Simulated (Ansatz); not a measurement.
From input file to script: BaSrInSbO6, space group F-43m in Ansatz 0.2.0.

```yaml
crystal:
  lattice:
    - [0.0, 4.161722, 4.161722]
    - [4.161722, 0.0, 4.161722]
    - [4.161722, 4.161722, 0.0]
  atoms:
    - { symbol: Ba, position: [0.25, 0.25, 0.25] }
    - { symbol: Sr, position: [0.75, 0.75, 0.75] }
    - { symbol: In, position: [0.0, 0.0, 0.0] }
    - { symbol: Sb, position: [0.5, 0.5, 0.5] }
    - { symbol: O, position: [0.740558, 0.259442, 0.259442] }
    - { symbol: O, position: [0.259442, 0.740558, 0.740558] }
    - { symbol: O, position: [0.740558, 0.740558, 0.259442] }
    - { symbol: O, position: [0.259442, 0.259442, 0.740558] }
    - { symbol: O, position: [0.259442, 0.740558, 0.259442] }
    - { symbol: O, position: [0.740558, 0.259442, 0.740558] }
kpoints:
  mp_grid: { kspacing: 0.4 }
hamiltonian:
  xc: lda
scf:
  occupations: { method: fixed }
output:
  forces: true
```

Launched from the shell:
```console
$ ansatz run input.yaml --threads 1 --pin off --max-ram 3072MiB --backend cpu --events-out ev --progress --plain --runs-dir out
Engine: ansatz 0.2.0, x86_64-unknown-linux-gnu
Pseudopotentials: kind: paw
Pseudopotential: Ba, paw, valence charge 10, recommended cutoff 420 eV (normal), Ba.paw.azcp
Pseudopotential: Sr, paw, valence charge 10, recommended cutoff 420 eV (normal), Sr.paw.azcp
Pseudopotential: In, paw, valence charge 13, recommended cutoff 420 eV (normal), In.paw.azcp
Pseudopotential: Sb, paw, valence charge 15, recommended cutoff 420 eV (normal), Sb.paw.azcp
Pseudopotential: O, paw, valence charge 6, recommended cutoff 420 eV (normal), O.paw.azcp
Functional definition: SPW92
  exchange = slater_x
  correlation = pw_c
Crystal: 10 atoms, lattice volume = 144.161 Å³
Basis set: ecut = 420 eV, 2741 PW (Γ)
Bands: 52, of which v1, the nominal top of the filled ones, is band 42 counted from 1 (41 counted from 0)
Symmetry: 24 space group operations
Space group: F-43m (ITA 216), of the structure as read, at distance tolerance 5.2e-5 Å
k-points: 8 of 64 (time reversal used)
Non-local potential: Ba, projectors of the file, l = 0: 3, l = 1: 2, l = 2: 2, l = 3: 2
Non-local potential: Sr, projectors of the file, l = 0: 3, l = 1: 2, l = 2: 2
Non-local potential: In, projectors of the file, l = 0: 2, l = 1: 2, l = 2: 2, l = 3: 2
Non-local potential: Sb, projectors of the file, l = 0: 2, l = 1: 2, l = 2: 2, l = 3: 2
Non-local potential: O, projectors of the file, l = 0: 2, l = 1: 2, l = 2: 1
PAW form: soft (Blöchl's): semilocal exchange-correlation on the pseudo side does not see the compensation charge
PAW frozen core: Ba, regenerated for the run's functional, and the local potential with it (the file was generated under x = pbe(κ = 0.804, μ = 0.2195149727645171), c = pbe(β = 0.06672455060314922))
PAW frozen core: Sr, regenerated for the run's functional, and the local potential with it (the file was generated under x = pbe(κ = 0.804, μ = 0.2195149727645171), c = pbe(β = 0.06672455060314922))
PAW frozen core: In, regenerated for the run's functional, and the local potential with it (the file was generated under x = pbe(κ = 0.804, μ = 0.2195149727645171), c = pbe(β = 0.06672455060314922))
PAW frozen core: Sb, regenerated for the run's functional, and the local potential with it (the file was generated under x = pbe(κ = 0.804, μ = 0.2195149727645171), c = pbe(β = 0.06672455060314922))
PAW frozen core: O, regenerated for the run's functional, and the local potential with it (the file was generated under x = pbe(κ = 0.804, μ = 0.2195149727645171), c = pbe(β = 0.06672455060314922))
PAW one-centre angular grid: Ba, 194 points (default); XC on 64 Gauss nodes
PAW one-centre angular grid: Sr, 110 points (default); XC on 64 Gauss nodes
PAW one-centre angular grid: In, 590 points (default); XC on 64 Gauss nodes
PAW one-centre angular grid: Sb, 590 points (default); XC on 64 Gauss nodes
PAW one-centre angular grid: O, 110 points (default); XC on 64 Gauss nodes
Initial density: superposition of atomic densities (neutral atoms: chi_scale 0, normalization atom), corrected by the library's trained network
Initial wavefunctions: pseudopotential atomic-orbital guess
Functional: x = slater, c = lda
SCF iter   1: F=—  HF=-24355.419707 eV  |F-HF|=—  |Δ(HF+E_count)|=         —  Δρ=1.72e-2  dr2=3.79e-1  ethr=1.77e-3  ⟨swp⟩=5.8  Hψ=1682  notcnv=0  defer=60
preconditioner: auto → Resta (q_TF=auto, 2.493 Å⁻¹)  ε∞=4.1  [insulator: Δε(μ)=0.423 eV  Ē_g=14.922 eV  n_scr=26 (ndim 8)  ℏωp=26.2 eV  f_vac=0.001  ε∞_Penn≈4.1]
SCF iter   2: F=—  HF=-24355.320346 eV  |F-HF|=—  |Δ(HF+E_count)|=   9.94e-2  Δρ=4.82e-3  dr2=1.23e-2  ethr=4.51e-4  ⟨swp⟩=2.6  Hψ=667  notcnv=0  defer=62
SCF iter   3: F=—  HF=-24355.316544 eV  |F-HF|=—  |Δ(HF+E_count)|=   3.80e-3  Δρ=1.99e-3  dr2=3.47e-3  ethr=1.47e-5  ⟨swp⟩=2.6  Hψ=623  notcnv=0  defer=47
automatic band count: iteration 3 solves 50 bands in place of 52: the levels show a gap, and the empty bands left out lie too high to hold charge; the band table lists the bands solved (type scf.n_extra_bands for more)
SCF iter   4: F=—  HF=-24355.315638 eV  |F-HF|=—  |Δ(HF+E_count)|=   9.06e-4  Δρ=8.16e-4  dr2=6.09e-4  ethr=4.14e-6  ⟨swp⟩=1.1  Hψ=384  notcnv=0  defer=46
SCF iter   5: F=—  HF=-24355.315444 eV  |F-HF|=—  |Δ(HF+E_count)|=   1.94e-4  Δρ=1.47e-4  dr2=2.35e-5  ethr=7.26e-7  ⟨swp⟩=2.6  Hψ=620  notcnv=0  defer=44
SCF iter   6: F=—  HF=-24355.315446 eV  |F-HF|=—  |Δ(HF+E_count)|=   2.35e-6  Δρ=1.68e-5  dr2=6.32e-7  ethr=2.79e-8  ⟨swp⟩=2.4  Hψ=667  notcnv=0  defer=41
SCF iter   7: F=-24355.315446 eV  HF=-24355.315446 eV  |F-HF|=4.59e-9  |Δ(HF+E_count)|=   9.94e-8  Δρ=2.14e-6  dr2=1.04e-8  ethr=1.72e-10  ⟨swp⟩=5.1  Hψ=1721  notcnv=0
SCF 1 converged in 7 iterations: F = -24355.315446 eV  dr2 = 1.04e-8
  greatest PAW one-centre occupation: 0.999 electrons in one spin orbital (limit 2), on the Sb atom at site 3 (counted from 0), in its partial waves of l = 2
SCF converged after 7 iterations
Free energy (F): -24355.315446 eV
Harris-Foulkes:  -24355.315446 eV  (|F-HF|=4.59e-9)
Internal energy: -24355.315446 eV  (E = F + TS)
E sigma→0 (E₀):  -24355.315446 eV
Fermi energy:    8.753155 eV
--- Per-component energies (eV) ---
  E_band       = -217.697911
  E_kinetic    = 1913.480791
  E_local      = -5576.689262  (includes V_loc(G=0)·N_el)
  E_nonlocal   = 1314.805569
  E_hartree    = 2156.322841
  E_xc         = -1123.939055
  E_vxc        = -1055.230823  (∫ρ·V_xc dr)
  E_paw        = -16994.974467  (= ΣΔE_a)
  E_vpaw       = -1126.726859  (= ΣTr[D̂ρ^β])
  E_aug_tail   = 0.014836  (compensation charges beyond the density's cutoff)
  E_ewald      = -6046.338240
  E_core_change = 2.001540  (= ΣΔE_core)
  E_smearing   = -0.000000  (= −TS)
  E_closure    = -0.000000  (closes the sum)
  Σ components = -24355.315446   (vs F -24355.315446, Δ=0.00e0)
--- Forces (eV/Å), atoms counted from 1 ---
  atom   1  Ba     0.00000000    -0.00000000     0.00000000
  atom   2  Sr    -0.00000000     0.00000000     0.00000000
  atom   3  In    -0.00000000     0.00000000    -0.00000000
  atom   4  Sb    -0.00000000    -0.00000000    -0.00000000
  atom   5  O      0.03139247     0.00000000    -0.00000000
  atom   6  O     -0.03139247    -0.00000000    -0.00000000
  atom   7  O      0.00000000    -0.00000000    -0.03139247
  atom   8  O     -0.00000000     0.00000000     0.03139247
  atom   9  O     -0.00000000     0.03139247     0.00000000
  atom  10  O      0.00000000    -0.03139247    -0.00000000
  max |Σ_I F_I| component: 1.39e-17 eV/Å
```

`deck_basrinsbo6.py`:
```python
"""Single point of BaSrInSbO6 through the engine session."""

import ansatz as az
import pandas as pd


def main() -> None:
    config = {
        "crystal": {
            "lattice": [
                [0.0, 4.161722, 4.161722],
                [4.161722, 0.0, 4.161722],
                [4.161722, 4.161722, 0.0],
            ],
            "atoms": [
                {"symbol": "Ba", "position": [0.25, 0.25, 0.25]},
                {"symbol": "Sr", "position": [0.75, 0.75, 0.75]},
                {"symbol": "In", "position": [0.0, 0.0, 0.0]},
                {"symbol": "Sb", "position": [0.5, 0.5, 0.5]},
                {"symbol": "O", "position": [0.740558, 0.259442, 0.259442]},
                {"symbol": "O", "position": [0.259442, 0.740558, 0.740558]},
                {"symbol": "O", "position": [0.740558, 0.740558, 0.259442]},
                {"symbol": "O", "position": [0.259442, 0.259442, 0.740558]},
                {"symbol": "O", "position": [0.259442, 0.740558, 0.259442]},
                {"symbol": "O", "position": [0.740558, 0.259442, 0.740558]},
            ],
        },
        "kpoints": {"mp_grid": {"kspacing": 0.4}},
        "hamiltonian": {"xc": "lda"},
        "scf": {"occupations": {"method": "fixed"}},
        "output": {"forces": True},
    }

    planned = az.Session.from_dict(config).plan(threads=1, pin="off")
    out = planned.execute()
    report = out.report

    n_atoms = len(report["lattice"]["sites"])
    print("F =", round(report["free_energy_ev"], 4), "eV for", n_atoms, "atoms")
    print("E(sigma -> 0) =", round(report["energy_sigma0_ev"], 4), "eV, TS =", round(report["entropy_ts_ev"], 5), "eV")
    print("closed by", report["closed_by"], "after", report["n_iterations"], "iterations")

    # forces in eV per angstrom
    table = pd.DataFrame(report["forces_ev_ang"], columns=["fx", "fy", "fz"])
    table.insert(0, "atom", [site["symbol"] for site in report["lattice"]["sites"]])
    print(table.round(4).to_string())

    print("doubts on the final state:", report["published_state_doubts"] or "none")
    print("warnings:", sorted({n["data"]["kind"] for n in out.notices if n["data"].get("severity") in ("warning", "doubt")}) or "none")


if __name__ == "__main__":
    main()
```

`python deck_basrinsbo6.py` gives:
```text
DeckWarning: basis.ecutwfc = 420 eV, auto-derived from the records' recommended cutoffs: set by Ba (normal level)
F = -24355.3154 eV for 10 atoms
E(sigma -> 0) = -24355.3154 eV, TS = 0.0 eV
closed by deck_thresholds after 7 iterations
  atom      fx      fy      fz
0   Ba  0.0000 -0.0000 -0.0000
1   Sr -0.0000  0.0000  0.0000
2   In -0.0000  0.0000 -0.0000
3   Sb -0.0000 -0.0000 -0.0000
4    O  0.0314  0.0000  0.0000
5    O -0.0314 -0.0000 -0.0000
6    O  0.0000 -0.0000 -0.0314
7    O -0.0000  0.0000  0.0314
8    O -0.0000  0.0314  0.0000
9    O  0.0000 -0.0314 -0.0000
doubts on the final state: none
warnings: none
```
(Warnings from the package without file and line, repeats left out.)

Notes:
- Total energies depend on the potentials; only differences at equal settings carry meaning. A total without «per atom» is that of the cell as typed.
- The structure comes from a database of computed cells and needn't be a stable or known phase.
- It ran for 3.2 s on 1 thread of Intel(R) Xeon(R) Gold 6455B (Sapphire Rapids) (shared host), peak memory 0.52 GiB.

(Lines on the test bed's own set-up are left out of the output.)
